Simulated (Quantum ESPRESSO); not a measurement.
**In3As under changes of volume**

One of the cells (25.489 Å³/atom); the others are scaled copies at fixed shape and fractional positions:

```xyz
4
Lattice="4.6717 0.0000 0.0000 0.0000 4.6717 0.0000 0.0000 0.0000 4.6717" Properties=species:S:1:pos:R:3 pbc="T T T"
In    2.3358    2.3358    0.0000
In    2.3358    0.0000    2.3358
In    0.0000    2.3358    2.3358
As    0.0000    0.0000    0.0000
```

The cell comes from a database or a generator and needn't be the stable form of this composition.

```yaml
Program: Quantum ESPRESSO 7.5
Functional: LDA
Potentials_or_basis: GBRV 1.5 LDA
Cutoff: 762 eV
Density_cutoff: 6095 eV
k_mesh: 6 × 6 × 6
Occupations: fermi-dirac, width 0.05 eV
Spin: no spin polarisation
```

| volume (Å³/atom) | energy over the lowest point (meV/atom) | pressure (GPa) |
| --- | --- | --- |
| 23.960 | 0.00 | -1.5 |
| 24.470 | 5.56 | -2.5 |
| 24.980 | 14.10 | -3.3 |
| 25.489 | 25.20 | -4.0 |
| 25.999 | 38.52 | -4.7 |
| 26.509 | ? | ? |
| 27.019 | 70.68 | -5.8 |

**Question.** What does the run at 26.509 Å³/atom give?

**Answer.** Energy over the lowest point 53.77 meV/atom; pressure -5.3 GPa.

Worked out: A Birch-Murnaghan fit of order 3 (a polynomial in V^(-2/3)) to the other rows has its minimum at 23.42 Å³/atom, just outside them, with B0 = V·E''(V) = 58 GPa and B' = 5.5. It gives 53.78 meV/atom at 26.509 Å³/atom, against the run's 53.77, and -dE/dV = -5.1 GPa, against -5.3.

Energies are extrapolated to zero smearing.
